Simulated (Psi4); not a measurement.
# U-r2SCAN/def2-TZVPP (core potential) run of SnH2F (SMILES [F][SnH2])

What is the vertical ionisation energy of SnH2F at U-r2SCAN/def2-TZVPP (core potential)? Input form: a Python script.

Program for the calculation: Psi4 1.11.

### Step 1. The molecule

SnH2F has 4 atoms, charge 0, and is taken as a doublet. As SMILES, `[F][SnH2]`. The shape is that of a PBE0-D4/def2-TZVP optimisation.

Bond lengths: F1–Sn2 1.932 Å, Sn2–H3 1.726 Å, Sn2–H4 1.726 Å. Angles: F1–Sn2–H3 103.3°, F1–Sn2–H4 103.3°, H3–Sn2–H4 113.3°.

### Step 2. The energy at U-r2SCAN/def2-TZVPP (core potential)

run.py reads:

```python
import psi4

psi4.set_memory(2200000000)
psi4.set_num_threads(1)
psi4.set_output_file('fh2sn.out', False)

molecule = psi4.geometry("""
0 2
F     -2.93398878    -0.35904796     1.21074753
Sn     0.05347925    -0.45769167    -0.88495874
H      2.23762470    -1.99252723     0.99040546
H      0.74776463     2.69512740    -1.35436671
units au
symmetry c1
no_reorient
no_com
""")

psi4.set_options({
    'basis': 'def2-TZVPP',
    'reference': 'uks',
    'puream': True,
    'e_convergence': 1e-09,
    'd_convergence': 1e-08,
    'scf_type': 'pk',
    'dft_radial_points': 99,
    'dft_spherical_points': 590,
    'maxiter': 100,
})

energy_value, wavefunction = psi4.energy('r2scan', molecule=molecule, return_wfn=True)
psi4.oeprop(wavefunction, 'QUADRUPOLE', 'WIBERG_LOWDIN_INDICES', 'MULLIKEN_CHARGES', title='R2SCAN')
print('E =', round(energy_value, 9))
for k, v in sorted(psi4.core.scalar_variables().items()):
    print(f'{k:45s} {v:18.10f}')
```

Launch:

```sh
$ python run.py
```

fh2sn.out:

```text
[...]
    !!!  WARNING: ECP capability is in beta. Please check occupations closely.  !!!
[...]
  Running in c1 symmetry.
[...]
  Nuclear repulsion =   71.224961432234309
[...]
  Multiplicity = 2
[...]
  Nalpha       = 17
  Nbeta        = 16
[...]
    Number of basis functions: 109
[...]
 WARNING: Atomic UHF is not converging! Try casting from a smaller basis or call Rob at CCMST.
   -------------------------
[...]
   @UKS iter   1:  -315.20421717608406   -1.16058e+00   6.85341e-03 ADIIS/DIIS
[...]
   @UKS iter  13:  -315.41296176346981   -6.25278e-12   7.33448e-09 DIIS
[...]
   @S^2 Observed:                7.534127083E-01
[...]
    Orbital Energies [Eh]
    ---------------------
    Alpha Occupied:
       1A    -24.433074     2A     -5.061420     3A     -3.402879
       4A     -3.400799     5A     -3.397397     6A     -1.093124
       7A     -0.990649     8A     -0.990213     9A     -0.987215
      10A     -0.985806    11A     -0.972842    12A     -0.493322
      13A     -0.363652    14A     -0.354437    15A     -0.341893
      16A     -0.309038    17A     -0.220176
    Alpha Virtual:
      18A     -0.050453    19A     -0.005513    20A      0.015068
      21A      0.104010    22A      0.112511    23A      0.124392
      24A      0.159018    25A      0.175092    26A      0.177273
[...]
  @UKS Final Energy:  -315.41296176346981
   => Energetics <=
    Nuclear Repulsion Energy =             71.2249614322343092
    One-Electron Energy =                -659.3868134526313725
    Two-Electron Energy =                 302.0677771419601072
    DFT Exchange-Correlation Energy =     -29.3188868850328497
    Empirical Dispersion Energy =           0.0000000000000000
    VV10 Nonlocal Energy =                  0.0000000000000000
    Total Energy =                       -315.4129617634698093
[...]
 Multipole Moments:
 ------------------------------------------------------------------------------------
     Multipole            Electronic (a.u.)      Nuclear  (a.u.)        Total (a.u.)
 ------------------------------------------------------------------------------------
 L = 1.  Multiply by 2.5417464519 to convert [e a0] to [Debye]
 Dipole X            :         23.0272161          -22.2439662            0.7832499
 Dipole Y            :         12.5190837          -12.5980482           -0.0789645
 Dipole Z            :          8.2805951           -8.9363258           -0.6557307
 Magnitude           :                                                    1.0245479
 L = 2.  Multiply by 1.3450342976 to convert [e a0^2] to [Debye ang]
 Quadrupole XX       :       -108.3834969           83.1036484          -25.2798486
 Quadrupole XY       :         -6.6767315            6.4992828           -0.1774486
[...]
  Mulliken Charges: (a.u.)
   Center  Symbol    Alpha    Beta     Spin     Total
       1     F     4.76453  4.72096  0.04357 -0.48549
       2    SN    10.98785 10.29713  0.69072  0.71502
       3     H     0.62381  0.49096  0.13285 -0.11476
       4     H     0.62381  0.49095  0.13285 -0.11476
   Total alpha = 17.00000, Total beta = 16.00000, Total charge =  0.00000
  Wiberg Bond Indices using Orthogonal Lowdin Orbitals:
  Total Bond Index:
  Irrep: 1 Size: 4 x 4
[...]
```

Standard output:

```text
E = -315.412961763
CURRENT ENERGY                                   -315.4129617635
CURRENT REFERENCE ENERGY                         -315.4129617635
DD SOLVATION ENERGY                                 0.0000000000
DFT FUNCTIONAL TOTAL ENERGY                      -315.4129617635
DFT TOTAL ENERGY                                 -315.4129617635
DFT VV10 ENERGY                                     0.0000000000
DFT XC ENERGY                                     -29.3188868850
GRID ELECTRONS ALPHA                               17.0000001659
GRID ELECTRONS BETA                                16.0000001794
GRID ELECTRONS TOTAL                               33.0000003453
NUCLEAR REPULSION ENERGY                           71.2249614322
ONE-ELECTRON ENERGY                              -659.3868134526
PCM POLARIZATION ENERGY                             0.0000000000
PE ENERGY                                           0.0000000000
SCF ITERATION ENERGY                             -315.4129617635
SCF ITERATIONS                                     13.0000000000
SCF TOTAL ENERGY                                 -315.4129617635
TWO-ELECTRON ENERGY                               302.0677771420
XC GRID RADIAL POINTS                              99.0000000000
XC GRID SPHERICAL POINTS                          590.0000000000
XC GRID TOTAL POINTS                           224523.0000000000
```

Run time: 42 s. Hardware: 1 thread of Intel Xeon Platinum 8375C at 2.90GHz (Ice Lake), shared host; peak memory 0.95 GiB.

### Step 3. The singlet cation: energy and gradient at r2SCAN/def2-TZVPP (core potential)

calc.py reads:

```python
import psi4

psi4.set_memory('2200 MB')
psi4.set_num_threads(1)
psi4.core.set_output_file('fh2sn.out', False)

mol = psi4.geometry("""
1 1
F     -1.552600    -0.190000     0.640700
Sn     0.028300    -0.242200    -0.468300
H      1.184100    -1.054400     0.524100
H      0.395700     1.426200    -0.716700
symmetry c1
no_reorient
no_com
""")

options = {'basis': 'def2-TZVPP', 'puream': True, 'e_convergence': 1e-09, 'd_convergence': 1e-08, 'scf_type': 'pk', 'dft_radial_points': 99, 'dft_spherical_points': 590}
psi4.set_options(options)

e_tot, wfn = psi4.gradient('r2scan', molecule=mol, return_wfn=True)
psi4.oeprop(wfn, 'QUADRUPOLE', 'DIPOLE', 'LOWDIN_CHARGES')
print('gradient / Eh bohr^-1')
print(e_tot.np.round(6))
print(f'energy = {wfn.energy():.10f} Eh')
for k, v in sorted(psi4.core.scalar_variables().items()):
    print(f'{k:45s} {v:18.10f}')
```

Launch:

```sh
$ python calc.py
```

fh2sn.out:

```text
[...]
    !!!  WARNING: ECP capability is in beta. Please check occupations closely.  !!!
[...]
  Running in c1 symmetry.
[...]
  Nuclear repulsion =   71.224961374238049
[...]
  Multiplicity = 1
[...]
  Nalpha       = 16
  Nbeta        = 16
[...]
    Number of basis functions: 109
[...]
 WARNING: Atomic UHF is not converging! Try casting from a smaller basis or call Rob at CCMST.
   -------------------------
[...]
   @RKS iter   1:  -314.93796574465563   -9.57351e-01   6.06035e-03 ADIIS/DIIS
[...]
   @RKS iter  12:  -315.07812901321813   -8.17977e-11   7.79332e-09 DIIS
[...]
    Orbital Energies [Eh]
    ---------------------
    Doubly Occupied:
       1A    -24.685421     2A     -5.355883     3A     -3.703557
       4A     -3.692051     5A     -3.688562     6A     -1.344632
       7A     -1.285929     8A     -1.284462     9A     -1.280732
      10A     -1.273395    11A     -1.250767    12A     -0.744781
      13A     -0.603394    14A     -0.594060    15A     -0.577616
      16A     -0.547597
[...]
  @RKS Final Energy:  -315.07812901321813
   => Energetics <=
    Nuclear Repulsion Energy =             71.2249613742380490
    One-Electron Energy =                -650.3804333402334805
    Two-Electron Energy =                 293.0876896326589076
    DFT Exchange-Correlation Energy =     -29.0103466798816712
    Empirical Dispersion Energy =           0.0000000000000000
    VV10 Nonlocal Energy =                  0.0000000000000000
    Total Energy =                       -315.0781290132181311
[...]
  -Total Gradient:
     Atom            X                  Y                   Z
    ------   -----------------  -----------------  -----------------
       1       -0.017332044861     0.006433762262     0.023880109226
       2        0.004867069368    -0.025751451090    -0.054603073805
       3        0.004671416005     0.013977651961     0.012915801789
       4        0.007508577352     0.005037664193     0.017383718375
[...]
 Multipole Moments:
 ------------------------------------------------------------------------------------
     Multipole            Electronic (a.u.)      Nuclear  (a.u.)        Total (a.u.)
 ------------------------------------------------------------------------------------
 L = 1.  Multiply by 2.5417464519 to convert [e a0] to [Debye]
 Dipole X            :         23.0588380          -22.2439662            0.8148718
 Dipole Y            :         12.0118601          -12.5980482           -0.5861881
 Dipole Z            :          7.3105833           -8.9363259           -1.6257426
 Magnitude           :                                                    1.9106731
 L = 2.  Multiply by 1.3450342976 to convert [e a0^2] to [Debye ang]
 Quadrupole XX       :       -103.5647363           83.1036485          -20.4610878
 Quadrupole XY       :         -6.5221794            6.4992829           -0.0228965
[...]
```

Standard output:

```text
gradient / Eh bohr^-1
[[-0.017332  0.006434  0.02388 ]
 [ 0.004867 -0.025751 -0.054603]
 [ 0.004671  0.013978  0.012916]
 [ 0.007509  0.005038  0.017384]]
energy = -315.0781290132 Eh
CURRENT ENERGY                                   -315.0781290132
CURRENT REFERENCE ENERGY                         -315.0781290132
DD SOLVATION ENERGY                                 0.0000000000
DFT FUNCTIONAL TOTAL ENERGY                      -315.0781290132
DFT TOTAL ENERGY                                 -315.0781290132
DFT VV10 ENERGY                                     0.0000000000
DFT XC ENERGY                                     -29.0103466799
GRID ELECTRONS ALPHA                               16.0000001942
GRID ELECTRONS BETA                                16.0000001942
GRID ELECTRONS TOTAL                               32.0000003884
NUCLEAR REPULSION ENERGY                           71.2249613742
ONE-ELECTRON ENERGY                              -650.3804333402
PCM POLARIZATION ENERGY                             0.0000000000
PE ENERGY                                           0.0000000000
SCF ITERATION ENERGY                             -315.0781290132
SCF ITERATIONS                                     12.0000000000
SCF TOTAL ENERGY                                 -315.0781290132
TWO-ELECTRON ENERGY                               293.0876896327
XC GRID RADIAL POINTS                              99.0000000000
XC GRID SPHERICAL POINTS                          590.0000000000
XC GRID TOTAL POINTS                           224522.0000000000
```

Wall time 36 s (1 thread of Intel Xeon Platinum 8375C at 2.90GHz (Ice Lake), shared host); peak memory 0.96 GiB.

### Step 4. Results

Level: U-r2SCAN/def2-TZVPP (core potential).

```
                                          quantity          value
                       doublet SnH2F: total energy  -315.41296 Eh
                      doublet SnH2F: dipole moment         2.60 D
 doublet SnH2F: HOMO energy (highest over α and β)       -5.99 eV
  doublet SnH2F: LUMO energy (lowest over α and β)       -4.13 eV
                               doublet SnH2F: ⟨S²⟩          0.753
                      singlet cation: total energy  -315.07813 Eh
                       singlet cation: HOMO energy      -14.90 eV
                       singlet cation: LUMO energy      -12.02 eV
                     singlet cation: HOMO–LUMO gap        2.88 eV
          singlet cation: largest force on an atom     3.114 eV/Å
vertical ionisation energy (to the singlet cation)       9.111 eV
```

**Reading.** The vertical ionisation energy comes to 9.11 eV (210 kcal/mol). Only the singlet of the ionised species was computed; a triplet could lie lower. Mulliken charges (doublet SnH2F) run from -0.49 on F1 to +0.72 on Sn2; they depend strongly on the basis.
